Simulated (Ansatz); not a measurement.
**TeP3Ir: a trial structure relaxed**

Aim: relax TeP3Ir from this start, cubic perovskite type (Pm-3m, No. 221), and see where it ends.

Method: DFT r2SCAN, scalar-relativistic, plane waves, PAW, in Ansatz 0.2.0.

### 1 The starting structure

It takes space group Pm-3m (No. 221, cubic). The conventional cell has a = 4.529 Å, b = 4.529 Å, c = 4.529 Å, α = 90.00°, β = 90.00°, γ = 90.00°. Te (site symmetry m-3m) is surrounded by 12 P at 3.20 Å. Around P (site symmetry 4/mmm) lie 2 Ir at 2.26 Å. Ir (site symmetry m-3m) is surrounded by 6 P at 2.26 Å.

Coordinates:

```xyz
5
Lattice="4.5290 0.0000 0.0000 0.0000 4.5290 0.0000 0.0000 0.0000 4.5290" Properties=species:S:1:pos:R:3 pbc="T T T"
Te    0.0000    0.0000    0.0000
P     0.0000    2.2645    2.2645
P     2.2645    0.0000    2.2645
P     2.2645    2.2645    0.0000
Ir    2.2645    2.2645    2.2645
```

(A quick probe on a coarse mesh, which set the mesh and smearing, is not shown.)

### 3 Rough relaxation on the coarse mesh

Input file input.yaml:

```yaml
crystal:
  lattice:
    - [4.5290304218, 0.0, 0.0]
    - [0.0, 4.5290304218, 0.0]
    - [0.0, 0.0, 4.5290304218]
  atoms:
    - { symbol: Te, position: [0.0, 0.0, 0.0] }
    - { symbol: P, position: [0.0, 0.5, 0.5] }
    - { symbol: P, position: [0.5, 0.0, 0.5] }
    - { symbol: P, position: [0.5, 0.5, 0.0] }
    - { symbol: Ir, position: [0.5, 0.5, 0.5] }
basis:
  ecutwfc: 500
kpoints:
  mp_grid: { grid: [4, 4, 4] }
hamiltonian:
  xc: r2scan
scf:
  occupations: { method: gaussian, width: 0.1 }
  lower_state_search: "off"
output:
  forces: true
  stress: true
  eigenvalues: true
relax:
  adjacent_minimum: "off"
  f_tol: 0.04
  max_steps: 70
  cell: { stress_tol: 0.4 }
```

Run with:

```console
ansatz run input.yaml --threads 1 --pin off --max-ram 2560MiB --backend cpu --events-out ev --progress --plain --runs-dir out
```

Further runs follow: the relaxation.

**Question.** What will these runs give?

The runs gave:

Formation energies count from the elements, computed with the same settings in runs not shown here.

```
                          quantity                                                                      value
                              cell  a = 4.649 Å, b = 4.649 Å, c = 4.649 Å, α = 90.00°, β = 90.00°, γ = 90.00°
                       space group                                                            Pm-3m (No. 221)
                            volume                                                              20.10 Å³/atom
                   gap on the mesh                                                               none (metal)
formation energy from the elements                                                             +0.660 eV/atom
```

In words: The space group stayed Pm-3m, and from the first guess the volume went from 18.58 to 20.10 Å³/atom. The formation energy of +0.66 eV/atom is positive, so the elements lie lower than this structure; another structure of the compound can lie lower. The runs treat Ir, Te without spin-orbit coupling.
